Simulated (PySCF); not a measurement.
# BH2Br− (doublet): open-shell or spin-flip excitations

What do calculations give for the open-shell or spin-flip excitations of BH2Br− (doublet) (`[BH2-]Br`)?

Computed with PySCF 2.14.0 and routines of our own; the level stands in each step. Atoms count from 0.

## (1) The starting structure

4 atoms, charge -1, multiplicity 2; geometry from: GFN2-xTB.

## (2) Open-shell or spin-flip excitations: unrestricted TDDFT CAM-B3LYP/def2-SVPD in tetrahydrofuran

The job: settings as JSON, then the geometry in Å.

```
{"job": {"kind": "uabs", "xc": "CAM-B3LYP", "basis": "def2-SVPD", "nstates": 10, "tda": false, "solvent": "tetrahydrofuran", "pol": false}, "charge": -1, "multiplicity": 2}
B     -0.265877     0.007584     0.302719
Br     1.773484    -0.067541    -0.082661
H     -0.707717     1.059127    -0.108030
H     -0.789656    -0.994398    -0.134882
```

Level: unrestricted TDDFT CAM-B3LYP/def2-SVPD, vertical, IEF-PCM tetrahydrofuran (non-equilibrium linear response), core orbitals frozen in the response.

The run is started by

```sh
$ OMP_NUM_THREADS=1 python excited_run.py task.json out
```

The driver reads the jobs from task.json and runs them one after another.

Output:

```text
coarse grid: 17456 points
cycle   1  E = -2600.0558410803  dE = -1.304e+00  |g| = 1.504e-01  |ddm| = 1.431e+00
cycle   2  E = -2600.0736871628  dE = -1.785e-02  |g| = 6.882e-02  |ddm| = 5.021e-01
cycle   3  E = -2600.0770223718  dE = -3.335e-03  |g| = 2.533e-02  |ddm| = 1.600e-01
cycle   4  E = -2600.0773314525  dE = -3.091e-04  |g| = 6.409e-03  |ddm| = 3.696e-02
cycle   5  E = -2600.0773948744  dE = -6.342e-05  |g| = 1.609e-03  |ddm| = 2.100e-02
cycle   6  E = -2600.0774016263  dE = -6.752e-06  |g| = 7.595e-04  |ddm| = 7.636e-03
final grid: 35032 points
cycle   7  E = -2600.0773764716  dE = -8.390e-07  |g| = 5.398e-04  |ddm| = 3.119e-03
cycle   8  E = -2600.0773767186  dE = -2.470e-07  |g| = 4.312e-04  |ddm| = 1.503e-03
cycle   9  E = -2600.0773768268  dE = -1.082e-07  |g| = 1.087e-04  |ddm| = 8.187e-04
cycle  10  E = -2600.0773768747  dE = -4.789e-08  |g| = 3.640e-05  |ddm| = 1.146e-03
cycle  11  E = -2600.0773768763  dE = -1.670e-09  |g| = 7.778e-06  |ddm| = 1.501e-04
cycle  12  E = -2600.0773768766  dE = -2.137e-10  |g| = 3.121e-06  |ddm| = 6.481e-05
converged SCF energy = -2600.0773768766

<S^2> of the reference = 0.7527 (exact 0.7500)

Excitations
state   eV       nm        f      <S^2>   main configurations
  1   3.3767    367.2   0.05846   0.768   Ha->L+1a 0.88
  2   3.5231    351.9   0.01545   0.782   Ha->La 0.82, Ha->L+4a 0.12
  3   4.6253    268.1   0.00755   0.780   Ha->L+2a 0.97
  4   4.7262    262.3   0.03688   0.790   Ha->L+3a 0.95
  5   5.0031    247.8   0.00606   0.791   Ha->L+4a 0.78, Ha->La 0.12
  6   5.0804    244.0   0.00269   0.802   Hb->Lb 0.78
  7   5.4986    225.5   0.04849   0.770   Ha->L+5a 0.95
  8   5.6440    219.7   0.03642   0.779   Ha->L+6a 0.93
  9   5.7157    216.9   0.03261   0.811   Ha->L+7a 0.85
 10   6.0953    203.4   0.02428   0.861   H-1b->Lb 0.80
```

Wall time 6.2 s (1 thread of Arm Neoverse V1, shared host); peak memory 0.32 GiB.

From this job:

| quantity | value |
| --- | --- |
| ⟨S²⟩ | 0.753 |

Löwdin spin populations:

| atom | value (e) |
| --- | --- |
| B0 | 0.70 |
| Br1 | 0.13 |
| H2 | 0.09 |
| H3 | 0.09 |

With diffuse functions Löwdin's scheme smears the spin, so small populations can have the wrong sign.

## (3) Open-shell or spin-flip excitations: unrestricted TDDFT CAM-B3LYP/def2-SVPD

The job: settings as JSON, then the geometry in Å.

```
{"job": {"kind": "uabs", "xc": "CAM-B3LYP", "basis": "def2-SVPD", "nstates": 10, "tda": false}, "charge": -1, "multiplicity": 2}
B     -0.265877     0.007584     0.302719
Br     1.773484    -0.067541    -0.082661
H     -0.707717     1.059127    -0.108030
H     -0.789656    -0.994398    -0.134882
```

Level: unrestricted TDDFT CAM-B3LYP/def2-SVPD, vertical, gas phase, core orbitals frozen in the response.

Output:

```text
coarse grid: 17456 points
cycle   1  E = -2599.9747498230  dE = -1.223e+00  |g| = 1.554e-01  |ddm| = 1.423e+00
cycle   2  E = -2599.9947638201  dE = -2.001e-02  |g| = 8.311e-02  |ddm| = 8.928e-01
cycle   3  E = -2599.9995093390  dE = -4.746e-03  |g| = 2.734e-02  |ddm| = 1.817e-01
cycle   4  E = -2599.9998959911  dE = -3.867e-04  |g| = 6.420e-03  |ddm| = 9.821e-02
cycle   5  E = -2599.9999673505  dE = -7.136e-05  |g| = 1.588e-03  |ddm| = 6.131e-02
cycle   6  E = -2599.9999751762  dE = -7.826e-06  |g| = 8.719e-04  |ddm| = 2.719e-02
final grid: 35032 points
cycle   7  E = -2599.9999500325  dE = -9.009e-07  |g| = 7.548e-04  |ddm| = 5.871e-03
cycle   8  E = -2599.9999503064  dE = -2.739e-07  |g| = 7.053e-04  |ddm| = 5.961e-03
cycle   9  E = -2599.9999505394  dE = -2.330e-07  |g| = 1.099e-04  |ddm| = 9.780e-04
cycle  10  E = -2599.9999505969  dE = -5.754e-08  |g| = 3.499e-05  |ddm| = 3.306e-03
cycle  11  E = -2599.9999505995  dE = -2.549e-09  |g| = 6.829e-06  |ddm| = 6.508e-04
cycle  12  E = -2599.9999505998  dE = -2.738e-10  |g| = 1.214e-06  |ddm| = 1.388e-04
converged SCF energy = -2599.9999505998

Static polarisability (au): isotropic 61.438, principal 52.171 54.583 77.559

<S^2> of the reference = 0.7527 (exact 0.7500)

Excitations
state   eV       nm        f      <S^2>   main configurations
  1   2.7332    453.6   0.03856   0.764   Ha->L+1a 0.74, Ha->La 0.21
  2   2.9562    419.4   0.02065   0.793   Ha->La 0.65, Ha->L+1a 0.17, Ha->L+4a 0.12
  3   3.7030    334.8   0.00793   0.780   Ha->L+2a 0.98
  4   3.8329    323.5   0.02597   0.787   Ha->L+3a 0.95
  5   4.1582    298.2   0.00840   0.778   Ha->L+4a 0.81, Ha->La 0.10
  6   5.0282    246.6   0.00589   0.864   Hb->Lb 0.48, Hb->L+2b 0.14, Hb->L+1b 0.11, Hb->L+4b 0.10
  7   5.2605    235.7   0.03129   0.779   Ha->L+5a 0.89
  8   5.3211    233.0   0.04172   0.802   Ha->L+6a 0.54, Ha->L+7a 0.38
  9   5.4051    229.4   0.00039   0.793   Ha->L+7a 0.49, Ha->L+6a 0.42
 10   5.6014    221.3   0.00025   2.663   H-1a->La 0.50, Hb->L+1b 0.25, Hb->Lb 0.09
```

It took 6.8 s on 1 thread of Arm Neoverse V1, shared host; peak memory 0.33 GiB.

Key values:

| quantity | value |
| --- | --- |
| ⟨S²⟩ | 0.753 |

## (4) Results

```
                                                                                                                 quantity                        value
lowest and brightest state of nearly pure spin, of 10 (step 2, unrestricted TDDFT CAM-B3LYP/def2-SVPD in tetrahydrofuran)  3.38 eV; 3.38 eV, f = 0.058
                   lowest and brightest state of nearly pure spin, of 10 (step 3, unrestricted TDDFT CAM-B3LYP/def2-SVPD)  2.73 eV; 5.32 eV, f = 0.042
```

**Reading.** For an anion in the gas phase, states above the energy of detachment are held by the basis alone, so excitations and responses hang on it. States whose ⟨S²⟩ lies well above the reference's are mixtures of spin states, an artefact of the unrestricted response, and are left out of the summary. The lowest state of nearly pure spin runs from 2.73 to 3.38 eV over the runs.
